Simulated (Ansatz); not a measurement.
# AlH2Br: taking an electron away

An exercise on one series of results from a longer session: the logs are not shown, and one member is left open.

Program: Ansatz 0.2.0, Gaussian basis. Level of theory: unrestricted cation, the program's frozen cores in correlated methods. These are calculated values, not measurements.

Plan: UKS PBE-D4/def2-TZVPP; UKS r2SCAN-D4/def2-TZVPP; UKS PBE0-D4/def2-TZVPP; UKS B3LYP-D4/def2-TZVPP; UKS wB97X-V/def2-TZVPP; UKS wB97M-V/def2-TZVPP; UKS B2PLYP/def2-TZVPP; UHF-CCSD(T)/def2-TZVPP; UHF-MP2/def2-QZVPP; extrapolation to the limit; then −ε(HOMO) from the neutral's earlier runs with LDA (SPW92), PBE-D4, revPBE-D4, BLYP-D4, r2SCAN-D4, B97M-V, PBE0-D4, B3LYP-D4, r2SCANh-D4, r2SCAN0-D4, HSE06-D4, BHLYP-D4, CAM-B3LYP-D4, LC-ωPBE, ωB97X-V, ωB97M-V.

### The relaxed structure

An earlier PBE0-D4 in a triple-zeta def2 set relaxation fixed the geometry.

SMILES `[AlH2][Br]`, 4 atoms, charge 0, spin multiplicity 1.

Atoms are counted from 1 here; the program's logs count them from 0.

Bond lengths: Al1–Br2 2.257 Å, Al1–H3 1.576 Å, Al1–H4 1.576 Å. Angles: Br2–Al1–H3 117.6°, Br2–Al1–H4 117.6°, H3–Al1–H4 124.9°.

The first run:

in.yaml

```yaml
crystal:
  periodic: [false, false, false]
  atoms:
    - {symbol: Al, position_ang: [-0.148307, -0.064707, -0.110329]}
    - {symbol: Br, position_ang: [1.684920, 0.496611, 1.079655]}
    - {symbol: H, position_ang: [-0.561559, -1.584842, -0.139186]}
    - {symbol: H, position_ang: [-0.919653, 1.092738, -0.850440]}
basis:
  gaussian: {orbitals: def2-TZVPP}
total_charge: 1
magnetization: {spin_polarized: true, initial_magnetization: 1}
hamiltonian: {xc: pbe, dispersion: d4}
```

Among the steps run: Cation, UKS PBE-D4/def2-TZVPP; Cation, UKS r2SCAN-D4/def2-TZVPP; Cation, UKS PBE0-D4/def2-TZVPP; Cation, UKS B3LYP-D4/def2-TZVPP; Cation, UKS wB97X-V/def2-TZVPP; Cation, UKS wB97M-V/def2-TZVPP; Cation, UKS B2PLYP (frozen core)/def2-TZVPP; Cation, UHF-CCSD(T)/def2-TZVPP; Cation, UHF-MP2/def2-QZVPP.

One table of the session follows, with a row left open; its other results are not shown here.

It belongs to the step «Ionisation energies side by side». For comparison, −ε(HOMO) of the neutral from earlier runs:

```
  functional  −ε(HOMO) (eV)
 LDA (SPW92)           7.12
      PBE-D4           7.03
   revPBE-D4           6.99
     BLYP-D4           6.88
   r2SCAN-D4           7.35
      B97M-V           7.45
     PBE0-D4           8.28
    B3LYP-D4              ?
  r2SCANh-D4           7.81
  r2SCAN0-D4           8.49
    HSE06-D4           7.88
    BHLYP-D4           9.40
CAM-B3LYP-D4           9.60
     LC-ωPBE          10.99
     ωB97X-V          10.63
     ωB97M-V          10.46
```

Q: Estimate the row for B3LYP-D4 from the others.

Worked estimate for «−ε(HOMO) (eV)». Against the share of exact exchange, BLYP-D4 (0, 6.88), BHLYP-D4 (0.5, 9.40) give a slope of 5.04 per unit share; at 0.2 the line stands at 7.89.

As computed: −ε(HOMO) (eV): 8.04. In «−ε(HOMO) (eV)» the line misses by -0.15.
